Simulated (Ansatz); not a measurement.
# Ga13Sb14 wurtzite other sphere (Ga13Sb14H34+): spin-state energies by level

Is the singlet the ground state of Ga13Sb14 wurtzite other sphere (Ga13Sb14H34+)? Other spin states are computed and compared level by level.

Program: Ansatz 0.2.0, Gaussian basis. Level of theory: as each input shows. These are calculated values, not measurements.

Plan: triplet, at the geometry of the singlet (PBE0-D4/def2-SVP, PBE-D4/def2-SVP); the singlet's energies come from earlier runs.

2 further runs of the same task are left out: 1 for a known fault of the program, 1 set aside as unsound or not needed.

## Step 1: The relaxed structure

The geometry is that of the singlet, from an earlier relaxation (PBE-D4/def2-SVP).

61 atoms, charge 1, spin multiplicity 1.

Atoms are counted from 1 here; the program's logs count them from 0.

Bond lengths: Sb1–Ga2 2.724 Å, Sb1–Ga7 2.692 Å, Sb1–H28 1.715 Å, Sb1–H29 1.716 Å, Ga2–Sb3 2.679 Å, Ga2–Sb9 2.633 Å, Ga2–H30 1.576 Å, Sb3–Ga5 2.679 Å, Sb3–H31 1.715 Å, Sb3–H32 1.710 Å, Sb4–Ga5 2.724 Å, Sb4–Ga12 2.692 Å, Sb4–H33 1.716 Å, Sb4–H34 1.715 Å, Ga5–Sb14 2.633 Å, Ga5–H35 1.575 Å, Sb6–Ga7 2.692 Å, Sb6–Ga8 2.724 Å and more. Angles: Ga2–Sb1–Ga7 120.0°, Ga2–Sb1–H28 108.4°, Ga2–Sb1–H29 114.6°, Ga7–Sb1–H28 106.1°, Ga7–Sb1–H29 108.5°, H28–Sb1–H29 96.3°, Sb1–Ga2–Sb3 104.0°, Sb1–Ga2–Sb9 106.4°, Sb1–Ga2–H30 107.2°, Sb3–Ga2–Sb9 103.7°, Sb3–Ga2–H30 113.2°, Sb9–Ga2–H30 120.9°, Ga2–Sb3–Ga5 121.7°, Ga2–Sb3–H31 112.0°, Ga2–Sb3–H32 104.8°, Ga5–Sb3–H31 112.1°, Ga5–Sb3–H32 104.7°, H31–Sb3–H32 98.2° and more.

Sb takes a core potential in the def2 sets. No spin-orbit coupling is included. The ion is computed in the gas phase, without counter-ions or solvent.

## Step 2: Triplet at the fixed geometry, PBE0-D4/def2-SVP

in.yaml

```yaml
crystal:
  periodic: [false, false, false]
  atoms:
    - {symbol: Sb, position_ang: [-1.983182, -3.755640, -2.247558]}
    - {symbol: Ga, position_ang: [-2.039575, -3.874559, 0.473499]}
    - {symbol: Sb, position_ang: [-4.177064, -2.405487, 1.144391]}
    - {symbol: Sb, position_ang: [-4.244732, 0.164016, -2.251734]}
    - {symbol: Ga, position_ang: [-4.375436, 0.179198, 0.469168]}
    - {symbol: Sb, position_ang: [1.985363, -3.755970, -2.244828]}
    - {symbol: Ga, position_ang: [0.002152, -2.435849, -3.498214]}
    - {symbol: Ga, position_ang: [2.035514, -3.875250, 0.476517]}
    - {symbol: Sb, position_ang: [-0.002334, -2.438078, 1.322650]}
    - {symbol: Ga, position_ang: [0.008613, -2.599046, 4.077470]}
    - {symbol: Sb, position_ang: [0.000659, -0.002743, -2.431933]}
    - {symbol: Ga, position_ang: [-2.103983, 1.215961, -3.500125]}
    - {symbol: Ga, position_ang: [-0.000245, -0.002701, 0.250426]}
    - {symbol: Sb, position_ang: [-2.109762, 1.216497, 1.320510]}
    - {symbol: Sb, position_ang: [-0.000502, 0.000306, 4.665641]}
    - {symbol: Ga, position_ang: [-2.254822, 1.293751, 4.074699]}
    - {symbol: Sb, position_ang: [-2.260129, 3.594221, -2.247071]}
    - {symbol: Ga, position_ang: [-2.337849, 3.699532, 0.474260]}
    - {symbol: Sb, position_ang: [4.173769, -2.408010, 1.148948]}
    - {symbol: Sb, position_ang: [4.245144, 0.161933, -2.247952]}
    - {symbol: Ga, position_ang: [2.106495, 1.214760, -3.499259]}
    - {symbol: Ga, position_ang: [4.374100, 0.176418, 0.473188]}
    - {symbol: Sb, position_ang: [2.108734, 1.216260, 1.322105]}
    - {symbol: Ga, position_ang: [2.249988, 1.300738, 4.076504]}
    - {symbol: Sb, position_ang: [2.259634, 3.593388, -2.247288]}
    - {symbol: Ga, position_ang: [2.337745, 3.698473, 0.473833]}
    - {symbol: Sb, position_ang: [0.000204, 4.819133, 1.148818]}
    - {symbol: H, position_ang: [-1.948816, -5.357432, -2.859375]}
    - {symbol: H, position_ang: [-3.472771, -3.309879, -2.972656]}
    - {symbol: H, position_ang: [-2.181319, -5.392400, 0.871331]}
    - {symbol: H, position_ang: [-5.644910, -3.253881, 0.886878]}
    - {symbol: H, position_ang: [-4.190182, -2.410810, 2.854545]}
    - {symbol: H, position_ang: [-4.614461, -1.346138, -2.977009]}
    - {symbol: H, position_ang: [-5.609050, 1.004100, -2.863166]}
    - {symbol: H, position_ang: [-5.758153, 0.821446, 0.866388]}
    - {symbol: H, position_ang: [1.950445, -5.357343, -2.857581]}
    - {symbol: H, position_ang: [3.476225, -3.311203, -2.968113]}
    - {symbol: H, position_ang: [0.003016, -2.577132, -5.065421]}
    - {symbol: H, position_ang: [2.176544, -5.393232, 0.874188]}
    - {symbol: H, position_ang: [-1.387593, -3.283492, 4.364350]}
    - {symbol: H, position_ang: [1.415672, -3.267835, 4.349872]}
    - {symbol: H, position_ang: [-2.223313, 1.288094, -5.067534]}
    - {symbol: H, position_ang: [-0.001581, 0.000943, 6.386120]}
    - {symbol: H, position_ang: [-3.538719, 0.413283, 4.352236]}
    - {symbol: H, position_ang: [-2.145605, 2.845877, 4.356772]}
    - {symbol: H, position_ang: [-3.670950, 4.355579, -2.856280]}
    - {symbol: H, position_ang: [-1.138260, 4.669964, -2.973340]}
    - {symbol: H, position_ang: [-3.584728, 4.576898, 0.871388]}
    - {symbol: H, position_ang: [5.640637, -3.257270, 0.888680]}
    - {symbol: H, position_ang: [4.188577, -2.414098, 2.859064]}
    - {symbol: H, position_ang: [4.615429, -1.347794, -2.973825]}
    - {symbol: H, position_ang: [5.610443, 1.002011, -2.857199]}
    - {symbol: H, position_ang: [2.227141, 1.285226, -5.066624]}
    - {symbol: H, position_ang: [5.757160, 0.818023, 0.870421]}
    - {symbol: H, position_ang: [3.536606, 0.425263, 4.357354]}
    - {symbol: H, position_ang: [2.135651, 2.853288, 4.354252]}
    - {symbol: H, position_ang: [1.131635, 4.664165, -2.971350]}
    - {symbol: H, position_ang: [3.666150, 4.360922, -2.858654]}
    - {symbol: H, position_ang: [3.584806, 4.575678, 0.870751]}
    - {symbol: H, position_ang: [0.000393, 4.834173, 2.859020]}
    - {symbol: H, position_ang: [0.000479, 6.514356, 0.890153]}
basis:
  gaussian: {orbitals: def2-SVP, fitting: {mean_field: def2-universal-jkfit}}
total_charge: 1
magnetization: {spin_polarized: true, initial_magnetization: 2}
hamiltonian: {xc: pbe0, dispersion: d4}
scf: {omitted_lower_state_checks: [starts]}
output: {orbitals: {seedname: orbitals}}
```

Run with:

```sh
$ ansatz run in.yaml --threads 10 --pin off --events-out ev --progress --plain --max-ram 110592MiB --backend cuda --devices 0, --max-vram 75GiB
```

Log:

```text
Functional definition: PBE0
  name "PBE0"
  cite "Adamo & Barone, J. Chem. Phys. 110, 6158 (1999) doi:10.1063/1.478522"
  cite "Perdew, Burke & Ernzerhof, Phys. Rev. Lett. 77, 3865 (1996) doi:10.1103/PhysRevLett.77.3865"
  parent pbe
  parameter a = 0.25
  parameter kappa = 0.804
  parameter beta = 0.06672455060314922
  exchange = (1 - a)*pbe_x(kappa = kappa, mu = beta*pi^2/3) + a*exact_x
  correlation = pbe_c(beta = beta)
these checks for a lower state are left out or cut short: starts
7122 factors; integrals over basis functions are off by at most 3.4e-1 eV
mean field evaluation 1: about -772818.5936 eV, gradient 4.6e1 eV
mean field evaluation 2: about -772805.4309 eV, gradient 6.5e1 eV
mean field evaluation 4: about -772825.6145 eV, gradient 1.1e1 eV
mean field evaluation 8: about -772826.7338 eV, gradient 9.9e-1 eV
mean field evaluation 16: about -772826.7548 eV, gradient 3.2e-2 eV
mean field evaluation 32: about -772826.7549 eV, gradient 2.3e-2 eV
mean field -772826.75592681 eV, -28400.8594395207 hartree, gradient 5.2e-6 eV, S^2 2.005341; 0 other end points of the search recorded, 0 dependent functions left out
reference -772826.75602321 eV, -28400.8594430633 hartree; 380, 378 occupied and 570, 572 virtual orbitals, 7122 factors
Total energy: -772832.56189023 eV, -28401.0728047410 hartree
Checks for a lower state left out: starts
```

Wall time 96 s (1 × H100 with 10 threads of AMD EPYC 7R13, shared host); peak host memory 1.9 GiB.

HOMO -5.45 eV, LUMO -8.13 eV (over both spins; with the spin held, an empty level of the minority spin lies below the top filled one); ⟨S²⟩ 2.005 (pure: 2.00).

## Step 3: Triplet at the fixed geometry, PBE-D4/def2-SVP

start.molden holds the orbitals of an earlier run on this state, given as this run's starting guess.

in.yaml, as its differences from that of step 2:

```diff
@@ -65,6 +65,6 @@
 basis:
-  gaussian: {orbitals: def2-SVP, fitting: {mean_field: def2-universal-jkfit}}
+  gaussian: {orbitals: def2-SVP, fitting: {mean_field: def2-universal-jkfit}, initial_orbitals: start.molden}
 total_charge: 1
 magnetization: {spin_polarized: true, initial_magnetization: 2}
-hamiltonian: {xc: pbe0, dispersion: d4}
+hamiltonian: {xc: pbe, dispersion: d4}
 scf: {omitted_lower_state_checks: [starts]}
```

Same command.

Log:

```text
Functional definition: PBE
  name "PBE"
  cite "Perdew, Burke & Ernzerhof, Phys. Rev. Lett. 77, 3865 (1996) doi:10.1103/PhysRevLett.77.3865"
  parent pbe
  parameter kappa = 0.804
  parameter beta = 0.06672455060314922
  exchange = pbe_x(kappa = kappa, mu = beta*pi^2/3)
  correlation = pbe_c(beta = beta)
these checks for a lower state are left out or cut short: starts
7122 factors; integrals over basis functions are off by at most 3.4e-1 eV
mean field evaluation 1: about -772805.6275 eV, gradient 1.4e1 eV
mean field evaluation 2: about -772806.7029 eV, gradient 9.9e-1 eV
mean field evaluation 4: about -772806.7408 eV, gradient 1.8e-1 eV
mean field evaluation 8: about -772806.7402 eV, gradient 5.1e-1 eV
mean field evaluation 16: about -772806.7435 eV, gradient 6.5e-4 eV
mean field -772806.74349783 eV, -28400.1239963205 hartree, gradient 1.7e-6 eV, S^2 2.001511; 0 other end points of the search recorded, 0 dependent functions left out
reference -772806.74362682 eV, -28400.1240010608 hartree; 380, 378 occupied and 570, 572 virtual orbitals, 7122 factors
Total energy: -772812.97720077 eV, -28400.3530806782 hartree
Checks for a lower state left out: starts
```

Run time: 26 s. Hardware: 1 × H100 with 10 threads of AMD EPYC 7R13, shared host; peak host memory 1.9 GiB.

HOMO -5.31 eV, LUMO -8.12 eV (over both spins; with the spin held, an empty level of the minority spin lies below the top filled one); ⟨S²⟩ 2.002 (pure: 2.00).

## Step 4: Triplet less singlet, vertical

The singlet's energies are those of its earlier runs, whose logs aren't repeated here.

```csv
level,"triplet less singlet, vertical (kJ/mol)",time
PBE-D4/def2-SVP,+254.6,32 s
PBE0-D4/def2-SVP,+315.1,1.8 min
```

Times add the two runs; a level without a time comes out of a correlated run.

## Step 5: Summary of results

```
                                               quantity                                       value
triplet less singlet, vertical, functionals in def2-SVP  +254.6 (PBE-D4) to +315.1 kJ/mol (PBE0-D4)
```

In words: All functionals put the triplet above the singlet, over a spread of 60.5 kJ/mol. The checks for a lower triplet were left out, so another state of that spin may lie lower. These are electronic energies, without zero-point motion, entropy or surroundings.
